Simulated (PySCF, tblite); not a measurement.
# C6H8O: dynamics, then NMR shifts on frames

How do NMR shifts of C6H8O (`O=C/C=C\C1CC1`) change as the atoms move?

Computed with tblite 0.8.0 and PySCF 2.14.0, with density-fitted response routines of our own, on a single molecule in the gas phase. Atoms are numbered from 0 throughout.

## Step 1: The starting structure

15 atoms, charge 0, multiplicity 1; geometry from: GFN2-xTB.

Bonds of the start (Å): O0–C1 1.21, C1–C2 1.45, C2–C3 1.34, C3–C4 1.45, C4–C5 1.52, C5–C6 1.48, C6–C4 1.51, C1–H7 1.11, C2–H8 1.08, C3–H9 1.09, C4–H10 1.08, C5–H11 1.08, C5–H12 1.08, C6–H13 1.08, C6–H14 1.08.

## Step 2: Thermal motion with GFN2-xTB

What the job is given:

```
{"job": {"kind": "md", "xc": "GFN2-xTB", "basis": "xTB", "temperature": 200, "steps": 2000, "every": 50, "frames": 5}, "charge": 0, "multiplicity": 1}
O      1.526392     2.171978    -0.341629
C      2.190959     1.340669     0.233400
C      1.781198     0.004231     0.633443
C      0.570922    -0.543656     0.423677
C     -0.558334     0.088506    -0.237253
C     -1.954137    -0.246831     0.247330
C     -1.489401    -0.779428    -1.058248
H      3.240306     1.569016     0.511071
H      2.539128    -0.575849     1.141043
H      0.396984    -1.556249     0.773680
H     -0.382803     1.095419    -0.585806
H     -2.675381     0.555156     0.258041
H     -2.046476    -0.930254     1.078064
H     -1.259406    -1.831651    -1.131780
H     -1.884363    -0.353066    -1.966944
```

Level: GFN2-xTB Langevin dynamics, gas phase.

Launch:

```
> OMP_NUM_THREADS=1 python probes_run.py task.json out
```

This one command runs all jobs of the session in turn.

The log of the run:

```text
t/fs     T/K      E/eV
    0.0   159.5   -569.20288
   25.0    93.3   -568.98817
   50.0   139.1   -569.01793
   75.0   117.1   -568.90151
  100.0   158.4   -568.86262
  125.0   161.7   -568.89228
  150.0   178.6   -568.88119
  175.0   267.6   -568.95634
  200.0   207.3   -568.92493
  225.0   222.5   -568.98261
  250.0   132.3   -568.78987
  275.0   118.9   -568.82782
  300.0   201.9   -568.87155
  325.0   179.0   -568.74353
  350.0   268.0   -568.89114
  375.0   178.3   -568.86325
  400.0   205.6   -568.84387
  425.0   239.2   -568.96799
  450.0   189.2   -568.89854
  475.0   214.3   -568.93827
  500.0   248.4   -568.93785
  525.0   205.8   -568.82466
  550.0   189.2   -568.80740
  575.0   234.3   -568.82413
  600.0   194.7   -568.64259
  625.0   212.9   -568.77879
  650.0   238.1   -568.81267
  675.0   200.3   -568.89946
  700.0   247.2   -568.94761
  725.0   253.0   -568.87952
  750.0   277.7   -568.84474
  775.0   208.8   -568.72311
  800.0   192.8   -568.72316
  825.0   193.7   -568.87622
  850.0   168.8   -568.86774
  875.0   186.3   -568.95039
  900.0   187.4   -568.92373
  925.0   192.0   -568.88761
  950.0   209.2   -568.95265
  975.0   197.5   -568.86435
 1000.0   221.6   -568.79301
```

It took 48 s on 1 thread of Intel Xeon at 2.50GHz, shared host.

Distance from the start (root mean square after alignment): 0 fs 0.00 Å, 200 fs 0.19 Å, 400 fs 0.07 Å, 600 fs 0.19 Å, 800 fs 0.25 Å, 1000 fs 0.16 Å.

Positions (Å) and forces (eV/Å) at 1000 fs:

```xyz
15

O     0.276    2.324    1.310   -1.277    0.200    0.719
C     1.360    2.109    0.864    0.985    0.015   -0.798
C     1.740    0.973    0.032    0.858    0.585    0.445
C     0.896    0.008   -0.320   -1.047   -1.242   -0.108
C    -0.506   -0.290    0.145    1.842    1.341   -0.047
C    -0.878   -1.741    0.085   -1.932    1.373    1.379
C    -1.410   -0.829   -0.942   -0.580    1.336    0.099
H     2.155    2.877    0.967    0.182   -0.108    0.107
H     2.801    0.970   -0.281   -0.836   -0.050   -0.057
H     1.263   -0.746   -1.022   -0.024    0.118    0.146
H    -0.820    0.379    0.955   -0.179   -0.468   -0.487
H    -1.551   -1.976    0.910    0.012   -0.359   -0.388
H    -0.132   -2.422   -0.078    1.412   -1.547   -0.646
H    -0.955   -0.701   -1.891    0.301   -0.610   -0.798
H    -2.434   -0.442   -0.988    0.284   -0.582    0.436
```

## Step 3: Nuclear shieldings: 250 fs, PBE0/pcSseg-1

What the job is given:

```
{"job": {"kind": "nmr", "xc": "PBE0", "basis": "pcSseg-1", "pop": false}, "charge": 0, "multiplicity": 1}
O      1.205800     2.132800    -0.622700
C      1.931700     1.368700     0.012200
C      1.566400     0.031400     0.345100
C      0.361000    -0.605600     0.153800
C     -0.850200     0.174400    -0.037900
C     -2.129900    -0.372700     0.452900
C     -1.819900    -0.416400    -0.985500
H      2.893500     1.768100     0.347900
H      2.472000    -0.542400     0.557000
H      0.305900    -1.676100     0.416900
H     -0.695000     1.221900     0.009500
H     -2.874200     0.357500     0.799600
H     -2.035400    -1.271700     0.969000
H     -1.608100    -1.386000    -1.436600
H     -2.314700     0.194600    -1.724400
```

Method: GIAO PBE0/pcSseg-1 NMR shielding, non-relativistic, gas phase.

The log of the run:

```text
coarse grid: 12568 points
cycle   1  E = -308.0134398781  dE =  1.231e+00  |g| = 7.948e-01  |ddm| = 3.472e+00
cycle   2  E = -307.5146895995  dE =  4.988e-01  |g| = 1.726e+00  |ddm| = 3.017e+00
cycle   3  E = -308.1419329334  dE = -6.272e-01  |g| = 1.648e-01  |ddm| = 2.479e+00
cycle   4  E = -308.1476666995  dE = -5.734e-03  |g| = 7.672e-02  |ddm| = 2.108e-01
cycle   5  E = -308.1490479619  dE = -1.381e-03  |g| = 1.398e-02  |ddm| = 7.486e-02
cycle   6  E = -308.1490792693  dE = -3.131e-05  |g| = 8.247e-03  |ddm| = 1.811e-02
cycle   7  E = -308.1490959423  dE = -1.667e-05  |g| = 2.264e-03  |ddm| = 7.895e-03
cycle   8  E = -308.1490969119  dE = -9.696e-07  |g| = 8.592e-04  |ddm| = 2.583e-03
final grid: 121432 points
cycle   9  E = -308.2013821536  dE = -1.966e-05  |g| = 1.233e-02  |ddm| = 3.089e-02
cycle  10  E = -308.2012980370  dE =  8.412e-05  |g| = 2.390e-02  |ddm| = 2.841e-02
cycle  11  E = -308.2014136282  dE = -1.156e-04  |g| = 2.730e-03  |ddm| = 2.076e-02
cycle  12  E = -308.2014152147  dE = -1.586e-06  |g| = 2.791e-04  |ddm| = 2.568e-03
cycle  13  E = -308.2014152264  dE = -1.173e-08  |g| = 1.902e-04  |ddm| = 4.563e-04
cycle  14  E = -308.2014152350  dE = -8.572e-09  |g| = 5.038e-05  |ddm| = 1.808e-04
cycle  15  E = -308.2014152355  dE = -5.923e-10  |g| = 9.816e-06  |ddm| = 4.326e-05
converged SCF energy = -308.2014152355

GIAO shielding tensors (ppm)
atom      isotropic    diamagn.    paramagn.     s11        s22        s33       span
  0 O     -391.888     406.152    -798.040  -1095.218   -448.594    368.147   1463.365
  1 C      -15.793     245.843    -261.636   -110.971    -32.127     95.718    206.690
  2 C       52.865     257.753    -204.887    -54.739     68.729    144.607    199.345
  3 C        8.718     254.355    -245.637   -124.401     14.745    135.809    260.210
  4 C      168.761     247.344     -78.583    117.999    172.253    216.032     98.032
  5 C      177.002     255.109     -78.108    149.240    177.751    204.014     54.774
  6 C      176.403     252.742     -76.339    145.668    179.688    203.852     58.185
  7 H       21.417      26.863      -5.446     19.656     21.188     23.407      3.752
  8 H       25.437      31.419      -5.982     21.945     25.066     29.301      7.356
  9 H       25.044      31.577      -6.533     20.944     23.986     30.201      9.256
 10 H       28.222      32.980      -4.757     20.728     26.741     37.198     16.469
 11 H       30.291      29.930       0.360     24.698     26.326     39.848     15.150
 12 H       32.500      32.840      -0.341     26.569     29.431     41.499     14.930
 13 H       31.096      31.085       0.012     25.311     28.209     39.768     14.457
 14 H       30.423      30.442      -0.019     24.916     26.591     39.762     14.846
```

Run time: 71 s. Hardware: 1 thread of Intel Xeon at 2.50GHz, shared host; peak memory 0.73 GiB.

The references, computed at this level on geometries of the same kind, shield at (ppm): ¹H TMS 31.72, ¹³C TMS 186.9, ¹⁷O H2O 336.1. Their shielding less the atom's gives the shift. The references are single molecules in the gas phase, so shifts against H2O, NH3, PH3, H3PO4 or CFCl3 are not on the usual liquid scales and can be off by tens of ppm. Each atom is listed at this fixed geometry, with no averaging over motion; a spectrum would average atoms that exchange fast.

```csv
atoms,environment,σ (ppm),δ (ppm)
C1,aldehyde carbonyl carbon,-15.8,202.7
C3,β carbon of a C=C–C=O unit,8.7,178.2
C2,α carbon of a C=C–C=O unit,52.9,134.1
C4,three-membered-ring carbon,168.8,18.2
C6,three-membered-ring carbon,176.4,10.5
C5,three-membered-ring carbon,177.0,9.9
H7,hydrogen on an aldehyde carbonyl carbon,21.42,10.30
H9,hydrogen on a β carbon of a C=C–C=O unit,25.04,6.67
H8,hydrogen on an α carbon of a C=C–C=O unit,25.44,6.28
H10,hydrogen on a three-membered-ring carbon,28.22,3.49
H11,hydrogen on a three-membered-ring carbon,30.29,1.43
H14,hydrogen on a three-membered-ring carbon,30.42,1.29
H13,hydrogen on a three-membered-ring carbon,31.10,0.62
H12,hydrogen on a three-membered-ring carbon,32.50,-0.78
O0,aldehyde oxygen,-391.9,728.0
```

Ring of atoms C4, C5, C6: NICS(0) -44.1, NICS(1) -8.1, NICS(1)zz -23.8 ppm (means of both faces).

In rings of three or four atoms NICS is ruled by the nearby σ bonds, so it says little on aromaticity.

## Step 4: Shielding tensors: 425 fs, PBE0/pcSseg-1

What the job is given:

```
{"job": {"kind": "nmr", "xc": "PBE0", "basis": "pcSseg-1", "pop": false}, "charge": 0, "multiplicity": 1}
O      0.745700     2.343400    -0.128200
C      1.682900     1.615700     0.021200
C      1.675600     0.185800     0.227700
C      0.612800    -0.598800     0.135400
C     -0.767200    -0.166700    -0.125600
C     -1.872000    -0.851800     0.698000
C     -1.749600    -1.093200    -0.744300
H      2.707900     2.057500    -0.082300
H      2.669800    -0.244600     0.390400
H      0.718700    -1.674000     0.268200
H     -0.751500     0.893000    -0.185000
H     -2.598100    -0.163800     1.140200
H     -1.643100    -1.692900     1.386000
H     -1.347300    -2.064900    -1.054700
H     -2.437000    -0.609600    -1.452300
```

With the program's defaults for keys left out, this is: GIAO PBE0/pcSseg-1 NMR shielding, non-relativistic, gas phase.

The log of the run:

```text
coarse grid: 12568 points
cycle   1  E = -308.0385870598  dE =  1.184e+00  |g| = 7.571e-01  |ddm| = 3.472e+00
cycle   2  E = -307.6766688786  dE =  3.619e-01  |g| = 1.544e+00  |ddm| = 2.447e+00
cycle   3  E = -308.1521020244  dE = -4.754e-01  |g| = 1.504e-01  |ddm| = 1.925e+00
cycle   4  E = -308.1570804653  dE = -4.978e-03  |g| = 5.922e-02  |ddm| = 1.838e-01
cycle   5  E = -308.1579228135  dE = -8.423e-04  |g| = 9.019e-03  |ddm| = 5.791e-02
cycle   6  E = -308.1579370443  dE = -1.423e-05  |g| = 4.610e-03  |ddm| = 1.106e-02
cycle   7  E = -308.1579420070  dE = -4.963e-06  |g| = 1.321e-03  |ddm| = 4.964e-03
final grid: 121432 points
cycle   8  E = -308.2107623900  dE = -1.976e-05  |g| = 1.230e-02  |ddm| = 3.565e-02
cycle   9  E = -308.2106884053  dE =  7.398e-05  |g| = 2.325e-02  |ddm| = 2.676e-02
cycle  10  E = -308.2107927764  dE = -1.044e-04  |g| = 2.333e-03  |ddm| = 1.911e-02
cycle  11  E = -308.2107939717  dE = -1.195e-06  |g| = 1.938e-04  |ddm| = 2.104e-03
cycle  12  E = -308.2107939772  dE = -5.492e-09  |g| = 1.263e-04  |ddm| = 3.252e-04
cycle  13  E = -308.2107939812  dE = -3.945e-09  |g| = 2.797e-05  |ddm| = 1.349e-04
cycle  14  E = -308.2107939813  dE = -1.532e-10  |g| = 1.266e-05  |ddm| = 2.945e-05
converged SCF energy = -308.2107939813

GIAO shielding tensors (ppm)
atom      isotropic    diamagn.    paramagn.     s11        s22        s33       span
  0 O     -305.484     406.066    -711.550   -902.830   -375.599    361.976   1264.806
  1 C       -5.296     244.289    -249.586    -90.336    -20.174     94.621    184.957
  2 C       61.818     259.485    -197.667    -43.039     84.892    143.601    186.640
  3 C       16.188     255.008    -238.819   -102.639     16.180    135.024    237.663
  4 C      168.560     249.202     -80.641    105.881    176.144    223.655    117.774
  5 C      172.251     254.094     -81.843    140.628    171.516    204.610     63.982
  6 C      171.157     254.128     -82.970    148.794    171.632    193.046     44.253
  7 H       21.620      25.760      -4.141     18.834     21.419     24.606      5.771
  8 H       25.362      31.564      -6.201     22.066     24.765     29.257      7.191
  9 H       25.954      32.884      -6.930     21.801     23.938     32.124     10.323
 10 H       26.864      33.059      -6.195     17.397     25.717     37.477     20.080
 11 H       30.125      30.411      -0.286     24.242     26.776     39.357     15.114
 12 H       30.453      30.690      -0.237     24.971     27.581     38.808     13.837
 13 H       30.572      30.845      -0.272     25.298     27.425     38.993     13.695
 14 H       29.711      29.640       0.071     24.230     25.962     38.941     14.711
```

Wall time 71 s (1 thread of Intel Xeon at 2.50GHz, shared host); peak memory 0.81 GiB.

Key values: δ C1 192.2, C3 170.7, C2 125.1, C4 18.4, H7 10.10, H8 6.35 ppm.

[end of part 1 of 2]
